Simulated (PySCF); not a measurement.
# H3Ge···H2Al: magnetic exchange

Wanted: magnetic exchange for H3Ge···H2Al.

Computed with PySCF 2.14.0 and routines of our own; the level stands in each step. Atoms count from 0.

## Step 1: The system as given

7 atoms, charge 0, high-spin multiplicity 3; geometry from: GFN2-xTB fragments, placed rigidly.

The system (radical pair): H3Ge···H2Al. The radical centres are 4.10 Å apart, edge to face; the spin sites are atoms 0, 1, 2, 3 (1 unpaired) and atoms 4, 5, 6 (1 unpaired).

## Step 2: Magnetic exchange: CASSCF and SC-NEVPT2/def2-TZVP (2,2)

Job settings and geometry (Å):

```
{"job": {"kind": "cas", "basis": "def2-TZVP", "active": "magnetic", "zfs": true}, "charge": 0, "high_spin_multiplicity": 3, "spin_sites": [[[0, 1, 2, 3], 1], [[4, 5, 6], 1]]}
Ge    -0.209100     0.120700    -1.469000
H     -0.044200     1.498900    -2.138300
H     -1.485100    -0.425600    -2.138400
H      0.902100    -0.711000    -2.138300
Al    -0.209100     0.120700     2.628000
H      0.522700    -0.301900     1.293900
H      0.522700    -0.301800     3.962200
```

With the program's defaults for keys left out, this is: CASSCF and SC-NEVPT2/def2-TZVP spin states, gas phase.

Run with:

```bash
OMP_NUM_THREADS=1 python exch_run.py task.json out
```

One launch serves the whole session: the jobs run in the order shown.

Log:

```text
start orbitals: natural orbitals of the high-spin HF determinant (converged)
active space: 2 electrons in 2 orbitals, 24 closed; orbitals optimised for multiplicities 3 1
macro   0  E = -2320.0863424168  dE =  0.000e+00  |g| = 2.087e-02
macro   1  E = -2320.0865376678  dE = -1.953e-04  |g| = 7.515e-03
macro   2  E = -2320.0865734092  dE = -3.574e-05  |g| = 2.364e-03
macro   3  E = -2320.0865752059  dE = -1.797e-06  |g| = 1.148e-03
macro   4  E = -2320.0865755306  dE = -3.247e-07  |g| = 9.226e-04
macro   5  E = -2320.0865755539  dE = -2.335e-08  |g| = 4.217e-04
macro   6  E = -2320.0865755589  dE = -4.935e-09  |g| = 6.077e-05
CASSCF converged, mean energy = -2320.0865755589
2S+1 = 3  root 0  E(CAS) = -2320.08721486  E(NEVPT2) = -2320.39480066  occupations 1.000 1.000
2S+1 = 1  root 0  E(CAS) = -2320.08593625  E(NEVPT2) = -2320.39359850  occupations 1.014 0.986
2S+1 = 1  root 1  E(CAS) = -2319.86730914  E(NEVPT2) = -2320.27820570  occupations 1.999 0.001
2S+1 = 1  root 2  E(CAS) = -2319.82997704  E(NEVPT2) = -2320.23571284  occupations 1.999 0.001
D(spin-spin) = -0.0469 cm-1, E/D = 0.080
D(spin-orbit) = 0.0004 cm-1, D(total) = -0.0471 cm-1, E/D = 0.084
```

It took 3.6 s on 1 thread of Intel Xeon 6975P-C (Granite Rapids), shared host.

From this job:

| quantity | value |
| --- | --- |
| J (CASSCF) | 140 cm⁻¹ |
| J (NEVPT2) | 132 cm⁻¹ |
| low less high spin (NEVPT2) | 0.8 kcal/mol |
| diradical index y0 | 0.99 |
| zero-field D | -0.047 cm⁻¹ |

Mulliken spin populations of the high-spin state:

| atom | value (e) |
| --- | --- |
| Ge0 | 0.92 |
| H1 | 0.03 |
| H2 | 0.03 |
| H3 | 0.02 |
| Al4 | 0.95 |
| H5 | 0.02 |
| H6 | 0.03 |

Orbitals, density, ELF and potential are computed afterwards from the orbital file.

The spin density lies nearest to Al4 43 %; Ge0 32 %; H5 8 %.

## Step 3: Magnetic exchange: HF/def2-TZVP

Job settings and geometry (Å):

```
{"job": {"kind": "bs", "xc": "HF", "basis": "def2-TZVP", "rks": true}, "charge": 0, "high_spin_multiplicity": 3, "spin_sites": [[[0, 1, 2, 3], 1], [[4, 5, 6], 1]]}
Ge    -0.209100     0.120700    -1.469000
H     -0.044200     1.498900    -2.138300
H     -1.485100    -0.425600    -2.138400
H      0.902100    -0.711000    -2.138300
Al    -0.209100     0.120700     2.628000
H      0.522700    -0.301900     1.293900
H      0.522700    -0.301800     3.962200
```

With the program's defaults for keys left out, this is: HF/def2-TZVP high-spin, broken-symmetry and restricted single points, gas phase.

Log:

```text
high-spin state, multiplicity 3
final grid: 51792 points
cycle   1  E = -2320.0360581236  dE = -1.121e+00  |g| = 2.573e-01  |ddm| = 1.451e+00
cycle   2  E = -2320.0795014662  dE = -4.344e-02  |g| = 1.620e-01  |ddm| = 4.140e-01
cycle   3  E = -2320.0868024336  dE = -7.301e-03  |g| = 4.063e-02  |ddm| = 1.027e-01
cycle   4  E = -2320.0898159344  dE = -3.014e-03  |g| = 1.114e-02  |ddm| = 1.169e-01
cycle   5  E = -2320.0900950168  dE = -2.791e-04  |g| = 4.765e-03  |ddm| = 3.153e-02
cycle   6  E = -2320.0901512678  dE = -5.625e-05  |g| = 2.423e-03  |ddm| = 1.207e-02
cycle   7  E = -2320.0901694715  dE = -1.820e-05  |g| = 9.621e-04  |ddm| = 7.850e-03
cycle   8  E = -2320.0901724138  dE = -2.942e-06  |g| = 2.463e-04  |ddm| = 3.791e-03
cycle   9  E = -2320.0901725866  dE = -1.729e-07  |g| = 8.304e-05  |ddm| = 9.562e-04
cycle  10  E = -2320.0901726041  dE = -1.748e-08  |g| = 3.075e-05  |ddm| = 3.126e-04
cycle  11  E = -2320.0901726066  dE = -2.497e-09  |g| = 1.102e-05  |ddm| = 1.041e-04
converged SCF energy = -2320.0901726066

broken-symmetry state, M_S = 0, start: spins of the second site flipped
final grid: 51792 points
cycle   1  E = -2320.0889213082  dE = -2.622e-03  |g| = 1.744e-02  |ddm| = 5.771e-02
cycle   2  E = -2320.0892481531  dE = -3.268e-04  |g| = 7.182e-03  |ddm| = 2.104e-02
cycle   3  E = -2320.0893297210  dE = -8.157e-05  |g| = 2.059e-03  |ddm| = 1.624e-02
cycle   4  E = -2320.0893396591  dE = -9.938e-06  |g| = 1.156e-03  |ddm| = 5.945e-03
cycle   5  E = -2320.0893419363  dE = -2.277e-06  |g| = 4.865e-04  |ddm| = 2.644e-03
cycle   6  E = -2320.0893427042  dE = -7.679e-07  |g| = 1.245e-04  |ddm| = 2.154e-03
cycle   7  E = -2320.0893427482  dE = -4.407e-08  |g| = 3.889e-05  |ddm| = 4.724e-04
cycle   8  E = -2320.0893427518  dE = -3.584e-09  |g| = 1.334e-05  |ddm| = 1.183e-04
converged SCF energy = -2320.0893427518

<S^2> high spin = 2.0088, broken symmetry = 1.0080
E(HS) - E(BS) = -182.13 cm-1
J_noodleman = 182.13 cm-1
J_unprojected = 91.07 cm-1
J_yamaguchi = 181.98 cm-1

restricted closed-shell singlet
final grid: 51792 points
cycle   1  E = -2319.7387190315  dE =  1.354e-01  |g| = 6.220e-01  |ddm| = 2.206e+00
cycle   2  E = -2319.7672785098  dE = -2.856e-02  |g| = 7.263e-01  |ddm| = 2.359e+00
cycle   3  E = -2319.9588615636  dE = -1.916e-01  |g| = 1.811e-01  |ddm| = 1.053e+00
cycle   4  E = -2319.9842741220  dE = -2.541e-02  |g| = 3.974e-02  |ddm| = 5.300e-01
cycle   5  E = -2319.9857903973  dE = -1.516e-03  |g| = 2.333e-02  |ddm| = 1.335e-01
cycle   6  E = -2319.9863254406  dE = -5.350e-04  |g| = 1.221e-02  |ddm| = 9.433e-02
cycle   7  E = -2319.9864355360  dE = -1.101e-04  |g| = 4.622e-03  |ddm| = 4.520e-02
cycle   8  E = -2319.9864526285  dE = -1.709e-05  |g| = 1.633e-03  |ddm| = 1.782e-02
cycle   9  E = -2319.9864559087  dE = -3.280e-06  |g| = 4.840e-04  |ddm| = 9.846e-03
cycle  10  E = -2319.9864561178  dE = -2.091e-07  |g| = 9.895e-05  |ddm| = 2.261e-03
cycle  11  E = -2319.9864561258  dE = -8.003e-09  |g| = 1.820e-05  |ddm| = 3.844e-04
converged SCF energy = -2319.9864561258
```

Wall time 1.5 s (1 thread of Intel Xeon 6975P-C (Granite Rapids), shared host).

In short:

| quantity | value |
| --- | --- |
| J (Yamaguchi) | 182 cm⁻¹ |
| low less high spin, projected | 1.0 kcal/mol |
| closed shell less high spin (no spin gap: the broken-symmetry state lies far lower) | 65.1 kcal/mol |

## Step 4: Magnetic exchange: TPSSh/def2-TZVP

Job settings and geometry (Å):

```
{"job": {"kind": "bs", "xc": "TPSSh", "grid": 2, "basis": "def2-TZVP", "rks": true}, "charge": 0, "high_spin_multiplicity": 3, "spin_sites": [[[0, 1, 2, 3], 1], [[4, 5, 6], 1]]}
Ge    -0.209100     0.120700    -1.469000
H     -0.044200     1.498900    -2.138300
H     -1.485100    -0.425600    -2.138400
H      0.902100    -0.711000    -2.138300
Al    -0.209100     0.120700     2.628000
H      0.522700    -0.301900     1.293900
H      0.522700    -0.301800     3.962200
```

Level: TPSSh/def2-TZVP high-spin, broken-symmetry and restricted single points, gas phase.

Log:

```text
high-spin state, multiplicity 3
final grid: 51792 points
cycle   1  E = -2322.2923765843  dE = -2.040e-02  |g| = 1.808e-01  |ddm| = 2.569e-01
cycle   2  E = -2322.2913374190  dE =  1.039e-03  |g| = 2.045e-01  |ddm| = 1.368e-01
cycle   3  E = -2322.2965052261  dE = -5.168e-03  |g| = 1.101e-02  |ddm| = 7.214e-02
cycle   4  E = -2322.2965589960  dE = -5.377e-05  |g| = 1.838e-03  |ddm| = 1.408e-02
cycle   5  E = -2322.2965618314  dE = -2.835e-06  |g| = 4.892e-04  |ddm| = 2.977e-03
cycle   6  E = -2322.2965620746  dE = -2.432e-07  |g| = 1.234e-04  |ddm| = 7.922e-04
cycle   7  E = -2322.2965621002  dE = -2.552e-08  |g| = 4.415e-05  |ddm| = 2.931e-04
cycle   8  E = -2322.2965621028  dE = -2.638e-09  |g| = 1.030e-05  |ddm| = 1.022e-04
converged SCF energy = -2322.2965621028

broken-symmetry state, M_S = 0, start: spins of the second site flipped
final grid: 51792 points
cycle   1  E = -2322.2959043654  dE = -1.655e-03  |g| = 6.424e-03  |ddm| = 7.823e-02
cycle   2  E = -2322.2959567379  dE = -5.237e-05  |g| = 2.134e-03  |ddm| = 1.519e-02
cycle   3  E = -2322.2959614589  dE = -4.721e-06  |g| = 1.677e-03  |ddm| = 4.876e-03
cycle   4  E = -2322.2959628413  dE = -1.382e-06  |g| = 4.902e-04  |ddm| = 1.785e-03
cycle   5  E = -2322.2959629535  dE = -1.123e-07  |g| = 1.583e-04  |ddm| = 5.821e-04
cycle   6  E = -2322.2959629812  dE = -2.769e-08  |g| = 3.579e-05  |ddm| = 3.545e-04
cycle   7  E = -2322.2959629822  dE = -9.559e-10  |g| = 8.199e-06  |ddm| = 5.699e-05
converged SCF energy = -2322.2959629822

<S^2> high spin = 2.0040, broken symmetry = 1.0003
E(HS) - E(BS) = -131.49 cm-1
J_noodleman = 131.49 cm-1
J_unprojected = 65.75 cm-1
J_yamaguchi = 131.01 cm-1

restricted closed-shell singlet
final grid: 51792 points
cycle   1  E = -2319.7629259176  dE =  2.369e+00  |g| = 1.328e+00  |ddm| = 2.799e+00
cycle   2  E = -2314.1254195525  dE =  5.638e+00  |g| = 3.120e+00  |ddm| = 6.147e+00
cycle   3  E = -2319.2390732901  dE = -5.114e+00  |g| = 1.443e+00  |ddm| = 5.942e+00
cycle   4  E = -2322.0379730412  dE = -2.799e+00  |g| = 5.382e-01  |ddm| = 6.804e+00
cycle   5  E = -2322.1102391207  dE = -7.227e-02  |g| = 3.223e-01  |ddm| = 7.972e-01
cycle   6  E = -2322.0422184517  dE =  6.802e-02  |g| = 4.238e-01  |ddm| = 2.220e+00
cycle   7  E = -2322.1427095558  dE = -1.005e-01  |g| = 3.101e-01  |ddm| = 6.655e-01
cycle   8  E = -2322.1907886080  dE = -4.808e-02  |g| = 2.341e-01  |ddm| = 1.755e+00
cycle   9  E = -2322.2348166236  dE = -4.403e-02  |g| = 1.789e-01  |ddm| = 1.282e+00
cycle  10  E = -2322.1843793956  dE =  5.044e-02  |g| = 2.761e-01  |ddm| = 3.691e-01
cycle  11  E = -2322.1872961872  dE = -2.917e-03  |g| = 2.711e-01  |ddm| = 1.943e-02
cycle  12  E = -2322.2015465730  dE = -1.425e-02  |g| = 2.499e-01  |ddm| = 9.431e-02
cycle  13  E = -2322.1884633644  dE =  1.308e-02  |g| = 2.721e-01  |ddm| = 8.443e-02
cycle  14  E = -2322.1486089843  dE =  3.985e-02  |g| = 3.185e-01  |ddm| = 2.386e-01
cycle  15  E = -2322.1385012667  dE =  1.011e-02  |g| = 3.278e-01  |ddm| = 6.274e-02
cycle  16  E = -2322.1598834619  dE = -2.138e-02  |g| = 3.074e-01  |ddm| = 1.271e-01
cycle  17  E = -2322.2480286543  dE = -8.815e-02  |g| = 1.288e-01  |ddm| = 1.220e+00
cycle  18  E = -2322.2588237095  dE = -1.080e-02  |g| = 5.098e-02  |ddm| = 4.469e-01
cycle  19  E = -2322.2603607033  dE = -1.537e-03  |g| = 2.314e-02  |ddm| = 6.427e-02
cycle  20  E = -2322.2607997349  dE = -4.390e-04  |g| = 1.104e-03  |ddm| = 6.103e-02
cycle  21  E = -2322.2607999131  dE = -1.781e-07  |g| = 8.518e-04  |ddm| = 4.133e-03
cycle  22  E = -2322.2608002676  dE = -3.546e-07  |g| = 5.088e-04  |ddm| = 8.491e-04
cycle  23  E = -2322.2608004687  dE = -2.010e-07  |g| = 5.154e-05  |ddm| = 1.131e-03
cycle  24  E = -2322.2608004669  dE =  1.824e-09  |g| = 6.897e-05  |ddm| = 3.128e-04
converged SCF energy = -2322.2608004669
```

It took 16 s on 1 thread of Intel Xeon 6975P-C (Granite Rapids), shared host.

Key values:

| quantity | value |
| --- | --- |
| J (Yamaguchi) | 131 cm⁻¹ |
| low less high spin, projected | 0.8 kcal/mol |
| closed shell less high spin (no spin gap: the broken-symmetry state lies far lower) | 22.4 kcal/mol |

## Step 5: Magnetic exchange: TPSSh/pcseg-2 in dichloromethane

Job settings and geometry (Å):

```
{"job": {"kind": "bs", "xc": "TPSSh", "grid": 2, "basis": "pcseg-2", "rks": true, "x2c": false, "solvent": "dichloromethane"}, "charge": 0, "high_spin_multiplicity": 3, "spin_sites": [[[0, 1, 2, 3], 1], [[4, 5, 6], 1]]}
Ge    -0.209100     0.120700    -1.469000
H     -0.044200     1.498900    -2.138300
H     -1.485100    -0.425600    -2.138400
H      0.902100    -0.711000    -2.138300
Al    -0.209100     0.120700     2.628000
H      0.522700    -0.301900     1.293900
H      0.522700    -0.301800     3.962200
```

Level: TPSSh/pcseg-2 high-spin, broken-symmetry and restricted single points, IEF-PCM dichloromethane.

Log:

```text
high-spin state, multiplicity 3
coarse grid: 26128 points
cycle   1  E = -2322.3003672887  dE = -8.908e-01  |g| = 4.232e-01  |ddm| = 1.537e+00
cycle   2  E = -2322.3086530927  dE = -8.286e-03  |g| = 3.922e-01  |ddm| = 6.105e-01
cycle   3  E = -2322.3435974413  dE = -3.494e-02  |g| = 2.791e-02  |ddm| = 2.814e-01
cycle   4  E = -2322.3439615867  dE = -3.641e-04  |g| = 6.523e-03  |ddm| = 4.038e-02
cycle   5  E = -2322.3439875627  dE = -2.598e-05  |g| = 6.878e-04  |ddm| = 1.166e-02
cycle   6  E = -2322.3439879804  dE = -4.177e-07  |g| = 1.919e-04  |ddm| = 1.289e-03
final grid: 51792 points
cycle   7  E = -2322.3439868863  dE = -5.619e-08  |g| = 1.411e-04  |ddm| = 6.384e-04
cycle   8  E = -2322.3439868912  dE = -4.974e-09  |g| = 1.481e-04  |ddm| = 2.346e-04
cycle   9  E = -2322.3439868974  dE = -6.128e-09  |g| = 1.635e-05  |ddm| = 1.086e-04
converged SCF energy = -2322.3439868974

broken-symmetry state, M_S = 0, start: spins of the second site flipped
final grid: 51792 points
cycle   1  E = -2322.3433476710  dE = -1.668e-03  |g| = 6.557e-03  |ddm| = 8.187e-02
cycle   2  E = -2322.3434062337  dE = -5.856e-05  |g| = 1.982e-03  |ddm| = 1.759e-02
cycle   3  E = -2322.3434116866  dE = -5.453e-06  |g| = 1.200e-03  |ddm| = 6.678e-03
cycle   4  E = -2322.3434123795  dE = -6.929e-07  |g| = 3.752e-04  |ddm| = 1.615e-03
cycle   5  E = -2322.3434124778  dE = -9.832e-08  |g| = 1.120e-04  |ddm| = 7.050e-04
cycle   6  E = -2322.3434124943  dE = -1.642e-08  |g| = 1.799e-05  |ddm| = 3.771e-04
cycle   7  E = -2322.3434124948  dE = -5.166e-10  |g| = 6.592e-06  |ddm| = 6.089e-05
converged SCF energy = -2322.3434124948

<S^2> high spin = 2.0037, broken symmetry = 0.9985
E(HS) - E(BS) = -126.07 cm-1
J_noodleman = 126.07 cm-1
J_unprojected = 63.03 cm-1
J_yamaguchi = 125.42 cm-1

restricted closed-shell singlet
final grid: 51792 points
cycle   1  E = -2321.9918367997  dE =  2.627e-01  |g| = 7.612e-01  |ddm| = 2.465e+00
cycle   2  E = -2321.8215985592  dE =  1.702e-01  |g| = 1.292e+00  |ddm| = 3.023e+00
cycle   3  E = -2322.2286338108  dE = -4.070e-01  |g| = 3.837e-01  |ddm| = 1.186e+00
cycle   4  E = -2322.2826391625  dE = -5.401e-02  |g| = 2.112e-01  |ddm| = 1.992e+00
cycle   5  E = -2322.3032369519  dE = -2.060e-02  |g| = 1.153e-01  |ddm| = 1.151e+00
cycle   6  E = -2322.3013244058  dE =  1.913e-03  |g| = 1.405e-01  |ddm| = 9.362e-01
cycle   7  E = -2322.3088889692  dE = -7.565e-03  |g| = 8.954e-02  |ddm| = 1.546e-01
cycle   8  E = -2322.3129326224  dE = -4.044e-03  |g| = 4.102e-02  |ddm| = 1.477e-01
cycle   9  E = -2322.3139489652  dE = -1.016e-03  |g| = 9.697e-03  |ddm| = 9.871e-02
cycle  10  E = -2322.3139952052  dE = -4.624e-05  |g| = 4.458e-03  |ddm| = 1.604e-02
cycle  11  E = -2322.3140080554  dE = -1.285e-05  |g| = 1.502e-04  |ddm| = 1.477e-02
cycle  12  E = -2322.3140080650  dE = -9.557e-09  |g| = 6.745e-05  |ddm| = 2.464e-04
converged SCF energy = -2322.3140080650
```

It took 19 s on 1 thread of Intel Xeon 6975P-C (Granite Rapids), shared host.

From this job:

| quantity | value |
| --- | --- |
| J (Yamaguchi) | 125 cm⁻¹ |
| low less high spin, projected | 0.7 kcal/mol |
| closed shell less high spin (no spin gap: the broken-symmetry state lies far lower) | 18.8 kcal/mol |

## Step 6: Magnetic exchange: PBE00/def2-TZVP

Job settings and geometry (Å):

```
{"job": {"kind": "bs", "xc": "PBE00", "basis": "def2-TZVP", "rks": true}, "charge": 0, "high_spin_multiplicity": 3, "spin_sites": [[[0, 1, 2, 3], 1], [[4, 5, 6], 1]]}
Ge    -0.209100     0.120700    -1.469000
H     -0.044200     1.498900    -2.138300
H     -1.485100    -0.425600    -2.138400
H      0.902100    -0.711000    -2.138300
Al    -0.209100     0.120700     2.628000
H      0.522700    -0.301900     1.293900
H      0.522700    -0.301800     3.962200
```

Level: PBE00/def2-TZVP high-spin, broken-symmetry and restricted single points, gas phase.

Log:

```text
KeyError: "LibXCFunctional: name 'PBE00' not found."
```

Hardware: 1 thread of Intel Xeon 6975P-C (Granite Rapids), shared host.

**What went wrong.** No functional is called PBE00: the name is misspelt. Cure: type the name correctly.

## Step 7: Spin gaps side by side

J for H = −2J S1·S2; the gap is low spin less high spin (projected; unprojected where the broken-symmetry state collapsed; or NEVPT2):

| step | level | geometry | J (cm⁻¹) | gap (kcal/mol) | time |
| --- | --- | --- | --- | --- | --- |
| 2 | CASSCF and SC-NEVPT2/def2-TZVP (2,2) | one | 132 | 0.8 | 3.6 s |
| 3 | HF/def2-TZVP | one | 182 | 1.0 | 1.5 s |
| 4 | TPSSh/def2-TZVP | one | 131 | 0.8 | 16 s |
| 5 | TPSSh/pcseg-2 in dichloromethane | one | 125 | 0.7 | 19 s |

CASSCF times leave out a start SCF that an earlier step had already made.

## Step 8: Results

| quantity | value |
| --- | --- |
| J (CASSCF) (step 2, CASSCF and SC-NEVPT2/def2-TZVP (2,2)) | 140 cm⁻¹ |
| J (NEVPT2) (step 2, CASSCF and SC-NEVPT2/def2-TZVP (2,2)) | 132 cm⁻¹ |
| low less high spin (NEVPT2) (step 2, CASSCF and SC-NEVPT2/def2-TZVP (2,2)) | 0.8 kcal/mol |
| diradical index y0 (step 2, CASSCF and SC-NEVPT2/def2-TZVP (2,2)) | 0.99 |
| J | 125 (TPSSh/pcseg-2 in dichloromethane) to 182 cm⁻¹ (HF/def2-TZVP) |
| runs | 1 failed, 0 ended on unsound input |

**Reading.** The levels with a meaningful J put the high-spin state lower (ferromagnetic coupling), from 125 to 182 cm⁻¹.
